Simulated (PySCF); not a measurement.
# CH7Ge2NSi: the cost of one run

The runs use PySCF 2.14.0, with density-fitted response routines of our own; the level of theory stands in each step. All values are computed, except where a source is named. Atoms are numbered from 0 throughout.

### Step 1. The starting structure

12 atoms, charge 0, multiplicity 1; geometry from: GFN2-xTB. The atoms were then displaced at random by about 0.01 Å, so the start is not that level's minimum.

Bonds of the start (Å): N0–C1 1.12, C1–Ge2 1.92, Ge2–Si3 2.41, Ge2–Ge4 2.39, Ge2–H5 1.53, Si3–H6 1.47, Si3–H7 1.45, Si3–H8 1.44, Ge4–H9 1.51, Ge4–H10 1.48, Ge4–H11 1.50.

### Step 2. Optimising the geometry at PBE0-D3(BJ)/def2-SVP

The job: settings as JSON, then the geometry in Å.

```
{"job": {"xc": "PBE0", "basis": "def2-SVP", "d3": "d3bj", "grid": 1, "shake": 0.01, "kind": "geom"}, "charge": 0, "multiplicity": 1}
N      0.072890     3.160140    -0.697620
C      0.049770     2.131050    -0.243820
Ge     0.042110     0.356710     0.479410
Si     2.149480    -0.692380    -0.022260
Ge    -2.062890    -0.561900    -0.178170
H     -0.074370     0.726890     1.961580
H      2.131160    -2.014490     0.619000
H      3.238960     0.114450     0.489720
H      2.237560    -0.846930    -1.448830
H     -2.309500    -1.915800     0.436580
H     -2.197020    -0.761430    -1.640420
H     -3.238450     0.275430     0.235800
```

Run with:

```sh
$ OMP_NUM_THREADS=1 python probes_run.py task.json out
```

This one command runs all jobs of the session in turn.

**Question.** How long does this first job take on 1 thread of Arm Neoverse V1, shared host, and how much memory does it need?

About 91 s, with a peak of 0.62 GiB.
